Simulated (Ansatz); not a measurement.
# AgCl (silver chloride), step by step

Wanted: a series of 28 runs (HF/STO-3G, UHF/STO-3G, HF/3-21G, UHF/3-21G, PBE/def2-SVP, UPBE/def2-SVP, B3LYP-D4/def2-TZVP, UB3LYP-D4/def2-TZVP, and more) of AgCl. 

Program for the calculation: Ansatz 0.2.0.

**1. The structure to begin with**

AgCl has 2 atoms, charge 0, and is taken as a singlet. As SMILES, `[Cl][Ag]`. Geometry: relaxed at PBE0-D4/def2-TZVP. The run starts from this shape.

Bond lengths: Cl1–Ag2 2.286 Å.

**2. A structure relaxation at HF/STO-3G (run 1)**

job.yaml reads:

```yaml
crystal:
  periodic: [false, false, false]
  atoms:
    - {symbol: Cl, position_ang: [0.987600, -0.377500, 0.491000]}
    - {symbol: Ag, position_ang: [-0.958100, 0.317400, -0.487000]}
basis:
  gaussian:
    orbitals: STO-3G
hamiltonian:
  xc: hf
relax:
  f_tol: 0.002
output: {orbitals: {seedname: orbitals}}
```

Run with:

```bash
ansatz run job.yaml --threads 1 --pin off --max-ram 3480MiB --events-out events.jsonl --progress --plain --runs-dir runs
```

The program printed, cut to the lines that bear on the results:

```text
Warning: RAYON_NUM_THREADS=1 ignored (pool sized by the plan → 1); use --threads N
[...]
Functional definition: HF
  name "HF"
[...]
480 factors; integrals over basis functions are off by at most 2.1e-4 eV
[...]
mean field -152415.23788158 eV, -5601.1566813892 hartree, gradient 3.4e-5 eV, S^2 0.000000; 0 other end points of the search recorded, 0 dependent functions left out
[...]
reference -152415.23788158 eV, -5601.1566813892 hartree; 32, 32 occupied and 4, 4 virtual orbitals, 480 factors
relax step   1: F+E_penalty+E_count = -152415.23788158 eV  Δ(F+E_penalty+E_count) = +0.000e0 eV  max|allowed force component| = 2.483e0 eV/Å  Δτ_max = 0.0000 Å  (37 SCF iters, accepted)
[...]
relax step   4: F+E_penalty+E_count = -152415.58672397 eV  Δ(F+E_penalty+E_count) = -6.033e-5 eV  max|allowed force component| = 1.370e-2 eV/Å  Δτ_max = 0.0015 Å  (30 SCF iters, accepted)
[...]
relax step   5: F+E_penalty+E_count = -152415.58672951 eV  Δ(F+E_penalty+E_count) = -5.546e-6 eV  max|allowed force component| = 1.101e-4 eV/Å  Δτ_max = 0.0003 Å  (22 SCF iters, accepted)
480 factors; integrals over basis functions are off by at most 2.0e-4 eV
mean field -152415.58672951 eV, -5601.1695013144 hartree, gradient 1.2e-5 eV, S^2 0.000000; 1 other end points of the search recorded, 0 dependent functions left out
[...]
reference -152415.58672951 eV, -5601.1695013144 hartree; 32, 32 occupied and 4, 4 virtual orbitals, 480 factors
Total energy: -152415.58672951 eV, -5601.1695013144 hartree
Atom 0 at     0.900898    -0.346535     0.447419 Å, force    -0.000110     0.000039    -0.000055 eV/Å
Atom 1 at    -0.871398     0.286435    -0.443419 Å, force     0.000110    -0.000039     0.000055 eV/Å
Dipole moment:    -0.854670     0.305243    -0.429597 e Å
```

Wall time 5.7 s (1 thread of Intel Xeon Platinum 8259CL at 2.50GHz (Skylake/Cascade Lake), shared host); peak memory 0.11 GiB.

Step by step:

| step | energy from the first frame kept (eV) | largest force (eV/Å) |
| --- | --- | --- |
| 1 | 0.0000 | 2.9169 |
| 2 | -0.3484 | 0.1434 |
| 3 | -0.3488 | 0.0552 |
| 4 | -0.3488 | 0.0161 |
| 5 | -0.3488 | 0.0001 |

After the run. Bond lengths: Cl1–Ag2 2.082 Å.

**3. Vibrational wavenumbers at HF/STO-3G (run 2)**

job.yaml reads:

```yaml
crystal:
  periodic: [false, false, false]
  atoms:
    - {symbol: Cl, position_ang: [0.900898, -0.346535, 0.447419]}
    - {symbol: Ag, position_ang: [-0.871398, 0.286435, -0.443419]}
basis:
  gaussian: {orbitals: STO-3G}
hamiltonian: {xc: hf}
phonons: {temperatures: {t_min: 298.15, t_max: 298.15, t_step: 1}}
```

Run with:

```bash
ansatz run job.yaml --threads 1 --pin off --max-ram 3480MiB --events-out events.jsonl --progress --plain --runs-dir runs
```

The program printed, cut to the lines that bear on the results:

```text
Warning: RAYON_NUM_THREADS=1 ignored (pool sized by the plan → 1); use --threads N
[... 2 set-up lines as earlier in the session ...]
[...]
480 factors; integrals over basis functions are off by at most 2.0e-4 eV
[...]
mean field -152415.58672935 eV, -5601.1695013083 hartree, gradient 2.3e-5 eV, S^2 0.000000; 0 other end points of the search recorded, 0 dependent functions left out
[...]
reference -152415.58672935 eV, -5601.1695013083 hartree; 32, 32 occupied and 4, 4 virtual orbitals, 480 factors
[...]
480 factors; integrals over basis functions are off by at most 2.0e-4 eV
[...]
mean field -152415.58672935 eV, -5601.1695013083 hartree, gradient 4.5e-7 eV, S^2 0.000000; 0 other end points of the search recorded, 0 dependent functions left out
[...]
reference -152415.58672935 eV, -5601.1695013083 hartree; 32, 32 occupied and 4, 4 virtual orbitals, 480 factors
[...]
480 factors; integrals over basis functions are off by at most 2.0e-4 eV
mean field -152415.58665657 eV, -5601.1694986338 hartree, gradient 9.8e-6 eV, S^2 0.000000; 0 other end points of the search recorded, 0 dependent functions left out
[...]
reference -152415.58665657 eV, -5601.1694986338 hartree; 32, 32 occupied and 4, 4 virtual orbitals, 480 factors
[...]
480 factors; integrals over basis functions are off by at most 2.0e-4 eV
mean field -152415.58665650 eV, -5601.1694986310 hartree, gradient 9.9e-6 eV, S^2 0.000000; 0 other end points of the search recorded, 0 dependent functions left out
[...]
reference -152415.58665650 eV, -5601.1694986310 hartree; 32, 32 occupied and 4, 4 virtual orbitals, 480 factors
Total energy: -152415.58672935 eV, -5601.1695013083 hartree
Atom 0 at     0.900898    -0.346535     0.447419 Å, force    -0.000123     0.000044    -0.000062 eV/Å
Atom 1 at    -0.871398     0.286435    -0.443419 Å, force     0.000123    -0.000044     0.000062 eV/Å
Dipole moment:    -0.854670     0.305243    -0.429597 e Å
Vibrations: 487.32 cm⁻¹, zero-point energy 0.030210 eV
```

Wall time 11 s (1 thread of Intel Xeon Platinum 8259CL at 2.50GHz (Skylake/Cascade Lake), shared host); peak memory 0.11 GiB.

Runs 3 to 27 aren't shown in full; the table further down has their settings and results.

**4. The doublet cation: a geometry optimisation at U-r2SCAN/def2-TZVP (core potential) (run 28)**

run.yaml reads:

```yaml
crystal:
  periodic: [false, false, false]
  atoms:
    - {symbol: Cl, position_ang: [0.982339, -0.375621, 0.488356]}
    - {symbol: Ag, position_ang: [-0.952839, 0.315521, -0.484356]}
basis:
  gaussian:
    orbitals: def2-TZVP
total_charge: 1
magnetization:
  spin_polarized: true
  initial_magnetization: 1
hamiltonian:
  xc: r2scan
relax: {}
```

Run with:

```bash
ansatz run run.yaml --threads 1 --pin off --max-ram 3480MiB --events-out events.jsonl --progress --plain --runs-dir runs
```

The program printed, cut to the lines that bear on the results:

```text
Warning: RAYON_NUM_THREADS=1 ignored (pool sized by the plan → 1); use --threads N
[...]
Functional definition: r2SCAN
  name "r2SCAN"
[...]
609 factors; their error is unknown
[...]
mean field -16514.10152215 eV, -606.8820372791 hartree, gradient 1.3e-5 eV, S^2 0.756038; 6 other end points of the search recorded, 0 dependent functions left out
[...]
reference -16514.10153082 eV, -606.8820375975 hartree; 18, 17 occupied and 59, 60 virtual orbitals, 609 factors
relax step   1: F+E_penalty+E_count = -16514.10152215 eV  Δ(F+E_penalty+E_count) = +0.000e0 eV  max|allowed force component| = 5.034e-1 eV/Å  Δτ_max = 0.0000 Å  (156 SCF iters, accepted)
[...]
relax step   3: F+E_penalty+E_count = -16514.12426958 eV  Δ(F+E_penalty+E_count) = -5.405e-3 eV  max|allowed force component| = 3.186e-2 eV/Å  Δτ_max = 0.0182 Å  (41 SCF iters, accepted)
[...]
relax step   4: F+E_penalty+E_count = -16514.12439482 eV  Δ(F+E_penalty+E_count) = -1.252e-4 eV  max|allowed force component| = 3.081e-4 eV/Å  Δτ_max = 0.0034 Å  (43 SCF iters, accepted)
609 factors; their error is unknown
[...]
mean field -16514.12439482 eV, -606.8828778341 hartree, gradient 1.2e-5 eV, S^2 0.756226; 7 other end points of the search recorded, 0 dependent functions left out
[...]
reference -16514.12440323 eV, -606.8828781432 hartree; 18, 17 occupied and 59, 60 virtual orbitals, 609 factors
Total energy: -16514.12440323 eV, -606.8828781432 hartree
Atom 0 at     1.018141    -0.388407     0.506352 Å, force    -0.000308     0.000110    -0.000155 eV/Å
Atom 1 at    -0.988641     0.328307    -0.502352 Å, force     0.000308    -0.000110     0.000155 eV/Å
Dipole moment:    -0.229735     0.082049    -0.115476 e Å
```

Run time: 52 s. Hardware: 1 thread of Intel Xeon Platinum 8259CL at 2.50GHz (Skylake/Cascade Lake), shared host; peak memory 0.2 GiB.

Step by step:

| step | energy from the first frame kept (eV) | largest force (eV/Å) |
| --- | --- | --- |
| 1 | 0.0000 | 0.5915 |
| 2 | -0.0173 | 0.2680 |
| 3 | -0.0227 | 0.0374 |
| 4 | -0.0229 | 0.0004 |

After the run. Bond lengths: Cl1–Ag2 2.358 Å.

**5. The series**

| run | level | task | walk f tol | partner | energy (Eh) | dipole moment (D) | wall time |
| --- | --- | --- | --- | --- | --- | --- | --- |
| 1 | HF/STO-3G | optimise | 0.002 | base | -5601.169501 | 4.82 | 5.7 s |
| 2 | HF/STO-3G | frequencies | – | base | -5601.169501 | 4.82 | 11 s |
| 3 | UHF/STO-3G | energy | – | cation | -5600.996955 | – | 5.4 s |
| 4 | UHF/STO-3G | optimise | – | cation | -5601.001447 | – | 24 s |
| 5 | HF/3-21G | optimise | 0.002 | base | -5631.179390 | 9.20 | 10 s |
| 6 | HF/3-21G | frequencies | – | base | -5631.179390 | 9.20 | 22 s |
| 7 | UHF/3-21G | energy | – | cation | -5630.878431 | – | 4.8 s |
| 8 | UHF/3-21G | optimise | – | cation | -5630.889359 | – | 26 s |
| 9 | PBE/def2-SVP (core potential) | optimise | 0.002 | base | -606.859639 | 4.51 | 5.7 s |
| 10 | PBE/def2-SVP (core potential) | frequencies | – | base | -606.859639 | 4.51 | 12 s |
| 11 | UPBE/def2-SVP (core potential) | energy | – | cation | -606.492643 | – | 8.7 s |
| 12 | UPBE/def2-SVP (core potential) | optimise | – | cation | -606.493979 | – | 28 s |
| 13 | B3LYP-D4/def2-TZVP (core potential) | optimise | 0.002 | base | -607.305015 | 5.44 | 7.8 s |
| 14 | B3LYP-D4/def2-TZVP (core potential) | frequencies | – | base | -607.305015 | 5.44 | 20 s |
| 15 | UB3LYP-D4/def2-TZVP (core potential) | energy | – | cation | -606.934528 | – | 6 s |
| 16 | UB3LYP-D4/def2-TZVP (core potential) | optimise | – | cation | -606.936415 | – | 36 s |
| 17 | SVWN5/def2-TZVP (core potential) | optimise | 0.002 | base | -605.497057 | 4.55 | 7.2 s |
| 18 | SVWN5/def2-TZVP (core potential) | frequencies | – | base | -605.497057 | 4.55 | 12 s |
| 19 | USVWN5/def2-TZVP (core potential) | energy | – | cation | -605.114902 | – | 7.2 s |
| 20 | USVWN5/def2-TZVP (core potential) | optimise | – | cation | -605.115050 | – | 17 s |
| 21 | wB97M-V/def2-TZVPD (core potential) | optimise | 0.002 | base | -607.147564 | 6.20 | 26 s |
| 22 | wB97M-V/def2-TZVPD (core potential) | frequencies | – | base | -607.147564 | 6.20 | 54 s |
| 23 | CCSD(T)/def2-TZVP (core potential) | optimise | 0.002 | base | -606.332972 | 6.12 | 3.6 min |
| 24 | CCSD(T)/def2-TZVP (core potential) | frequencies | – | base | -606.332972 | 6.12 | 12 min |
| 25 | r2SCAN/def2-TZVP (core potential) | optimise | 0.002 | base | -607.250442 | 5.35 | 12 s |
| 26 | r2SCAN/def2-TZVP (core potential) | frequencies | – | base | -607.250442 | 5.35 | 22 s |
| 27 | U-r2SCAN/def2-TZVP (core potential) | energy | – | cation | -606.882038 | – | 13 s |
| 28 | U-r2SCAN/def2-TZVP (core potential) | optimise | – | cation | -606.882878 | – | 52 s |

**6. Summary of results**

```
                                                                                   quantity          value
                                            doublet cation, run 28: total energy at the end  -606.88288 Eh
                                                        doublet cation, run 28: bond length        2.358 Å
                                                               doublet cation, run 28: ⟨S²⟩          0.756
                               vertical ionisation energy (to the doublet cation), HF/3-21G       8.190 eV
                           vertical ionisation energy (to the doublet cation), PBE/def2-SVP       9.986 eV
                     vertical ionisation energy (to the doublet cation), B3LYP-D4/def2-TZVP      10.081 eV
                       vertical ionisation energy (to the doublet cation), r2SCAN/def2-TZVP      10.025 eV
         adiabatic ionisation energy (to the doublet cation, no zero-point term), HF/STO-3G       4.573 eV
          adiabatic ionisation energy (to the doublet cation, no zero-point term), HF/3-21G       7.892 eV
adiabatic ionisation energy (to the doublet cation, no zero-point term), B3LYP-D4/def2-TZVP      10.030 eV
   adiabatic ionisation energy (to the doublet cation, no zero-point term), SVWN5/def2-TZVP      10.395 eV
```

**Reading.** At HF/3-21G: the vertical ionisation energy comes to 8.19 eV (790 kJ/mol). At PBE/def2-SVP: removing an electron at fixed nuclei costs 9.99 eV (964 kJ/mol). At B3LYP-D4/def2-TZVP: removing an electron at fixed nuclei costs 10.08 eV (973 kJ/mol). At r2SCAN/def2-TZVP: removing an electron at fixed nuclei costs 10.02 eV (967 kJ/mol). At HF/STO-3G: the adiabatic ionisation energy (to the doublet cation, no zero-point term) is 4.57 eV (441 kJ/mol). In a minimal basis such a difference can be off by several eV, whatever the method. Totals of different functionals can't be ranked against each other. Some runs of one species differ in core potentials or relativity; totals across that change don't compare. In runs 1, 2, 3, 4 the basis is minimal, so the values are rough. In runs 1, 2, 3, 4, 5, 6, 7, 8 relativity is left out where basis or elements ask for it. All runs together took 24 min, the longest 12 min.
